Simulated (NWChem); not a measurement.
# the pair F2···SiCl2: a chain of runs

We compute the energy (singlet SiCl2F2, B97-D/pcseg-1), then a single-point energy (singlet F2, B97-D/pcseg-1), then the energy (singlet SiCl2, B97-D/pcseg-1), then the energy (singlet F2, B97-D/pcseg-1), then a single-point energy (singlet SiCl2, B97-D/pcseg-1) of Cl2F2Si and its partners. 

The calculation is run with NWChem 7.3.0.

### Step 1. Starting point

SiCl2F2 has 5 atoms, charge 0, and is taken as a singlet. The two molecules were placed rigidly side by side, at 1.1 times their contact distance; the pair isn't optimised.

Bond lengths: Cl3–Si4 2.077 Å, Si4–Cl5 2.077 Å. Angles: Cl3–Si4–Cl5 101.3°.

### Step 2. A single-point energy at B97-D/pcseg-1 (run 1)

mymol.nw reads:

```
start mymol
title "Cl2F2Si energy"
memory total 2200 mb

geometry noautosym nocenter noautoz
  F       -0.583900       0.212400      -0.295000
  F        0.583900      -0.212400       0.295000
  Cl      -3.058580      -2.799020       2.519130
  Si      -1.775990      -3.703960       1.158550
  Cl       0.073610      -3.305350       2.016190
end

basis spherical bse
  F library pcseg-1
  Cl library pcseg-1
  Si library pcseg-1
end

dft
  xc becke97-d
  grid fine
  convergence energy 1e-08
  maxiter 100
  mulliken
  noprint "final vectors analysis"
end

task dft energy
```

Run with:

```sh
$ nwchem mymol.nw > mymol.out
```

Output:

```text
[...]
          Wavefunction type:  closed shell.
          No. of atoms     :     5
          No. of electrons :    66
[...]
          Charge           :     0
          Spin multiplicity:     1
[...]
          AO basis - number of functions:    82
[...]
              XC Information
              --------------
                   Becke 97-D Method XC Functional
                  Becke 1997-D Exchange Functional  1.000
                Becke 1997-D Correlation Potential  1.000
[...]
 d= 0,ls=0.0,diis     1  -1409.2447028171 -1.71D+03  2.33D-02  8.04D-01     1.0
[...]
 d= 0,ls=0.5,diis    47  -1409.3326358132 -9.01D-09  2.41D-06  8.93D-09    35.3
         Total DFT energy =    -1409.332635820437
      One electron energy =    -2560.320927299401
           Coulomb energy =      943.616378012359
    Exchange-Corr. energy =      -98.205062534023
 Nuclear repulsion energy =      305.579014350459
    Dispersion correction =       -0.002038349830
[...]
      Total Density - Mulliken Population Analysis
     ---------------------------------------------
    Atom       Charge   Shell Charges
 -----------   ------   -------------------------------------------------------
    1 F    9     9.00   2.00  0.99  0.99  3.33  1.68  0.02
    2 F    9     8.99   2.00  1.00  0.99  3.33  1.67  0.02
    3 Cl  17    17.24   2.00  1.99  1.28  0.68  5.99  3.87  1.40  0.02
    4 Si  14    13.53   2.00  1.99  1.32  0.60  5.98  1.39  0.09  0.15
    5 Cl  17    17.24   2.00  1.99  1.28  0.68  5.99  3.87  1.40  0.02
[...]
```

Run time: 37 s. Hardware: 1 thread of Intel Xeon 6975P-C (Granite Rapids), shared host; peak memory 0.11 GiB.

### Step 3. F2: a single-point energy at B97-D/pcseg-1 (run 2)

f2.nw reads:

```
start f2
title "F2"
memory 2200 mb
geometry units atomic noautosym nocenter noautoz
  F   -1.10341108   0.40137783  -0.55746921
  F    1.10341108  -0.40137783   0.55746921
end
basis "ao basis" spherical bse
  * library pcseg-1
end
dft
  xc becke97-d
  grid fine
  convergence energy 1e-08
  iterations 100
  mulliken
  noprint "final vectors analysis"
end
task dft
```

Run with:

```sh
$ nwchem f2.nw > f2.out
```

Output:

```text
[...]
          Wavefunction type:  closed shell.
          No. of atoms     :     2
          No. of electrons :    18
[...]
          Charge           :     0
          Spin multiplicity:     1
[...]
          AO basis - number of functions:    28
[...]
              XC Information
              --------------
                   Becke 97-D Method XC Functional
                  Becke 1997-D Exchange Functional  1.000
                Becke 1997-D Correlation Potential  1.000
[...]
 d= 0,ls=0.0,diis     1   -199.3410740735 -2.31D+02  1.72D-02  4.57D-01     0.2
[...]
 d= 0,ls=0.0,diis     6   -199.3757374244 -1.30D-09  5.43D-08  1.59D-11     0.6
         Total DFT energy =     -199.375737424382
      One electron energy =     -340.149295935598
           Coulomb energy =      130.315373250333
    Exchange-Corr. energy =      -20.701260784207
 Nuclear repulsion energy =       31.159450805153
    Dispersion correction =       -0.000004760063
[...]
      Total Density - Mulliken Population Analysis
     ---------------------------------------------
    Atom       Charge   Shell Charges
 -----------   ------   -------------------------------------------------------
    1 F    9     9.00   2.00  0.99  0.99  3.33  1.68  0.02
    2 F    9     9.00   2.00  0.99  0.99  3.33  1.68  0.02
[...]
```

Run time: 1.2 s. Hardware: 1 thread of Intel Xeon 6975P-C (Granite Rapids), shared host; peak memory 0.1 GiB.

### Step 4. SiCl2: a single-point energy at B97-D/pcseg-1 (run 3)

a.nw reads:

```
start a
title "Cl2Si"
memory 2200 mb

geometry units angstrom noautosym nocenter noautoz
  Cl      -3.058580      -2.799020       2.519130
  Si      -1.775990      -3.703960       1.158550
  Cl       0.073610      -3.305350       2.016190
end

basis spherical bse
  Cl library pcseg-1
  Si library pcseg-1
end

dft
  xc becke97-d
  grid fine
  convergence energy 1e-08
  iterations 100
  mulliken
  print low
end

task dft
```

Run with:

```sh
$ nwchem a.nw > a.out
```

Output:

```text
[...]
 d= 0,ls=0.0,diis     1  -1209.9025766335 -1.38D+03  3.14D-02  3.39D-01     0.6
[...]
 d= 0,ls=0.0,diis     8  -1209.9552526023  6.09D-09  7.86D-06  1.21D-07     4.0
         Total DFT energy =    -1209.955252602277
      One electron energy =    -2009.104128318026
           Coulomb energy =      707.793549454453
    Exchange-Corr. energy =      -77.505542474626
 Nuclear repulsion energy =      168.861789628117
    Dispersion correction =       -0.000920892195
[...]
      Total Density - Mulliken Population Analysis
     ---------------------------------------------
    Atom       Charge   Shell Charges
 -----------   ------   -------------------------------------------------------
    1 Cl  17    17.24   2.00  1.99  1.28  0.68  5.99  3.87  1.40  0.02
    2 Si  14    13.53   2.00  1.99  1.32  0.60  5.98  1.39  0.09  0.15
    3 Cl  17    17.24   2.00  1.99  1.28  0.68  5.99  3.87  1.40  0.02
[...]
```

It took 4.8 s on 1 thread of Intel Xeon 6975P-C (Granite Rapids), shared host; peak memory 0.1 GiB.

### Step 5. F2 among ghost functions: the energy at B97-D/pcseg-1 (with ghost functions) (run 4)

calc.nw reads:

```
start calc
title "F2"
memory stack 880 mb heap 220 mb global 1100 mb
geometry units au noautosym nocenter noautoz
  F   -1.10341108   0.40137783  -0.55746921
  F    1.10341108  -0.40137783   0.55746921
  bqCl    -5.779879    -5.289381     4.760466
  bqSi    -3.356135    -6.999470     2.189342
  bqCl     0.139103    -6.246206     3.810047
end
basis spherical bse
  F library pcseg-1
  bqCl library Cl pcseg-1
  bqSi library Si pcseg-1
end
dft
  xc becke97-d
  grid fine
  convergence energy 1e-08
  maxiter 100
  mulliken
  print low
end
task dft energy
```

Run with:

```sh
$ nwchem calc.nw > calc.out
```

Output:

```text
[...]
 d= 0,ls=0.0,diis     1   -199.3415836959 -2.31D+02  5.90D-03  4.60D-01     0.7
[...]
 d= 0,ls=0.0,diis     7   -199.3765066880 -1.31D-09  3.68D-08  1.50D-11     4.7
         Total DFT energy =     -199.376506688015
      One electron energy =     -340.125721342085
           Coulomb energy =      130.288274612768
    Exchange-Corr. energy =      -20.698506003788
 Nuclear repulsion energy =       31.159450805153
    Dispersion correction =       -0.000004760063
[...]
      Total Density - Mulliken Population Analysis
     ---------------------------------------------
    Atom       Charge   Shell Charges
 -----------   ------   -------------------------------------------------------
    1 F    9     9.00   2.00  0.99  0.99  3.33  1.68  0.02
    2 F    9     9.00   2.00  1.00  0.99  3.33  1.68  0.02
    3 X    0    -0.00  -0.00 -0.00  0.00 -0.00 -0.00 -0.00 -0.00 -0.00
    4 X    0     0.00   0.00 -0.00 -0.00  0.00 -0.00 -0.00  0.00 -0.00
    5 X    0     0.00   0.00  0.00 -0.00 -0.00 -0.00 -0.00  0.00  0.00
[...]
```

Run time: 5.4 s. Hardware: 1 thread of Intel Xeon 6975P-C (Granite Rapids), shared host; peak memory 0.11 GiB.

### Step 6. SiCl2 among ghost functions: the energy at B97-D/pcseg-1 (with ghost functions) (run 5)

sp.nw reads:

```
start sp
title "Cl2Si B97-D"
memory 2200 mb
charge 0

geometry units au noautosym nocenter noautoz
Cl -5.77987853 -5.28938122  4.76046577
Si -3.35613470 -6.99946998  2.18934220
Cl  0.13910274 -6.24620625  3.81004692
bqF     -1.103411     0.401378    -0.557469
bqF      1.103411    -0.401378     0.557469
end

basis spherical bse
Cl library pcseg-1
Si library pcseg-1
bqF library F pcseg-1
end

dft
xc becke97-d
grid fine
convergence energy 1e-08
maxiter 100
mulliken
print low
end

task dft energy
```

Run with:

```sh
$ nwchem sp.nw > sp.out
```

Output:

```text
[...]
 d= 0,ls=0.0,diis     1  -1209.9025922852 -1.38D+03  2.07D-02  3.39D-01     1.0
[...]
 d= 0,ls=0.0,diis     8  -1209.9552745547  5.17D-09  4.97D-06  1.14D-07     6.0
         Total DFT energy =    -1209.955274554661
      One electron energy =    -2009.102776890133
           Coulomb energy =      707.792089347030
    Exchange-Corr. energy =      -77.505443564476
 Nuclear repulsion energy =      168.861777445494
    Dispersion correction =       -0.000920892576
[...]
      Total Density - Mulliken Population Analysis
     ---------------------------------------------
    Atom       Charge   Shell Charges
 -----------   ------   -------------------------------------------------------
    1 Cl  17    17.24   2.00  1.99  1.28  0.68  5.99  3.87  1.40  0.02
    2 Si  14    13.53   2.00  1.99  1.32  0.60  5.98  1.39  0.09  0.15
    3 Cl  17    17.24   2.00  1.99  1.28  0.68  5.99  3.87  1.40  0.02
    4 X    0     0.00  -0.00 -0.00  0.00 -0.00  0.00  0.00
    5 X    0     0.00  -0.00 -0.00  0.00  0.00 -0.00 -0.00
[...]
```

Run time: 6.9 s. Hardware: 1 thread of Intel Xeon 6975P-C (Granite Rapids), shared host; peak memory 0.11 GiB.

### Step 7. Outcome

| quantity | value |
| --- | --- |
| run 1, B97-D/pcseg-1: total energy | -1409.33264 Eh |
| run 1, B97-D/pcseg-1: dipole moment | 1.03 D |
| run 1, B97-D/pcseg-1: dispersion energy | -5.35 kJ/mol |
| F2: total energy | -199.37574 Eh |
| F2: dipole moment | 0.00 D |
| F2: dispersion energy | -0.01 kJ/mol |
| SiCl2: total energy | -1209.95525 Eh |
| SiCl2: dispersion energy | -2.42 kJ/mol |
| F2 among ghost functions: total energy | -199.37651 Eh |
| F2 among ghost functions: dispersion energy | -0.01 kJ/mol |
| SiCl2 among ghost functions: total energy | -1209.95527 Eh |
| SiCl2 among ghost functions: dispersion energy | -2.42 kJ/mol |
| interaction energy of the rigid parts F2 and SiCl2 (parts in their own basis; closest atoms 3.58 Å apart) | -0.045 eV |
| interaction energy of the rigid parts F2 and SiCl2 (parts in the whole basis, counterpoise; closest atoms 3.58 Å apart) | -0.023 eV |

The interaction energy of the rigid parts F2 and SiCl2 (parts in their own basis; closest atoms 3.58 Å apart) is −0.04 eV (−4.3 kJ/mol): the parts attract. Without counterpoise this holds the superposition error of the basis. The interaction energy of the rigid parts F2 and SiCl2 (parts in the whole basis, counterpoise; closest atoms 3.58 Å apart) is −0.02 eV (−0.5 kcal/mol): the parts attract. The basis-set superposition error is 2.1 kJ/mol. Mulliken charges (run 1, B97-D/pcseg-1) run from -0.24 on Cl3 to +0.47 on Si4; they depend strongly on the basis.
